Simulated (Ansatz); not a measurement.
# F₂H₂MoO₂S: up Jacob's ladder to CCSD(T)

The task here is to estimate one member of a computed series from the others.

Program: Ansatz 0.2.0, Gaussian basis. Level of theory: functionals in def2-TZVPP, the program's frozen cores in correlated methods. These are calculated values, not measurements.

Plan: PBE-D4, r2SCAN-D4, PBE0-D4, B3LYP-D4, ωB97X-V, ωB97M-V, B2PLYP; CCSD(T)/def2-TZVPP; MP2/def2-QZVPP; extrapolation to the limit.

## The geometry

All runs share one geometry, relaxed beforehand with PBE0-D4 in a triple-zeta def2 set. Mo takes the def2 core potential; no spin-orbit term is included.

SMILES `[OH][Mo]([OH])([F])([F])=[S]`, 8 atoms, charge 0, spin multiplicity 1.

Atoms are counted from 1 here; the program's logs count them from 0.

Bond lengths: O1–Mo2 1.857 Å, O1–H7 0.962 Å, Mo2–O3 1.857 Å, Mo2–F4 1.838 Å, Mo2–F5 1.904 Å, Mo2–S6 2.080 Å, O3–H8 0.962 Å. Angles: Mo2–O1–H7 121.4°, O1–Mo2–O3 146.0°, O1–Mo2–F4 90.8°, O1–Mo2–F5 80.9°, O1–Mo2–S6 106.2°, O3–Mo2–F4 90.8°, O3–Mo2–F5 80.9°, O3–Mo2–S6 106.2°, F4–Mo2–F5 149.7°, F4–Mo2–S6 104.9°, F5–Mo2–S6 105.4°, Mo2–O3–H8 121.4°.

Coordinates:

```xyz
8
F2H2MoO2S
O    -1.0362    1.4445   -0.2918
Mo   -0.2670   -0.2354   -0.1048
O     1.2951   -1.2335   -0.2157
F    -0.6821   -0.6462   -1.8476
F     0.7952    0.7249    1.1496
S    -1.5928   -1.3571    1.0399
H    -0.6282    2.2275    0.0906
H     2.1160   -0.9247    0.1799
```

Set-up of the first run:

in.yaml reads:

```yaml
crystal:
  periodic: [false, false, false]
  atoms:
    - {symbol: O, position_ang: [-1.036173, 1.444512, -0.291788]}
    - {symbol: Mo, position_ang: [-0.266996, -0.235424, -0.104839]}
    - {symbol: O, position_ang: [1.295123, -1.233550, -0.215702]}
    - {symbol: F, position_ang: [-0.682142, -0.646198, -1.847607]}
    - {symbol: F, position_ang: [0.795211, 0.724945, 1.149554]}
    - {symbol: S, position_ang: [-1.592786, -1.357063, 1.039872]}
    - {symbol: H, position_ang: [-0.628245, 2.227485, 0.090638]}
    - {symbol: H, position_ang: [2.116008, -0.924708, 0.179872]}
basis:
  gaussian: {orbitals: def2-TZVPP}
hamiltonian: {xc: pbe, dispersion: d4}
output: {forces: true, orbitals: {seedname: orbitals}}
```

Started as:

```bash
> ansatz run in.yaml --threads 2 --pin off --events-out ev --progress --plain --max-ram 32768MiB --backend cpu
```

Among the steps run: PBE-D4 (GGA); r2SCAN-D4 (meta-GGA); PBE0-D4 (hybrid); B3LYP-D4 (hybrid); ωB97X-V (range-separated); ωB97M-V (range-separated); B2PLYP (double hybrid).

One table of the session follows, with a row left open; its other results are not shown here.

It belongs to the step «Frontier levels by functional». 

| functional | HOMO (eV) | LUMO (eV) | gap (eV) |
| --- | --- | --- | --- |
| PBE-D4 | -7.04 | -4.46 | 2.58 |
| r2SCAN-D4 | ? | ? | ? |
| PBE0-D4 | -8.38 | -3.74 | 4.63 |
| B3LYP-D4 | -8.13 | -3.96 | 4.17 |
| ωB97X-V | -10.63 | -1.54 | 9.09 |
| ωB97M-V | -10.50 | -1.53 | 8.97 |

Estimate the missing values for r2SCAN-D4.

**Answer.** HOMO (eV): -7.38; LUMO (eV): -4.49; gap (eV): 2.88. In the column «HOMO (eV)» it lies between B3LYP-D4 (-8.13) and PBE-D4 (-7.04).
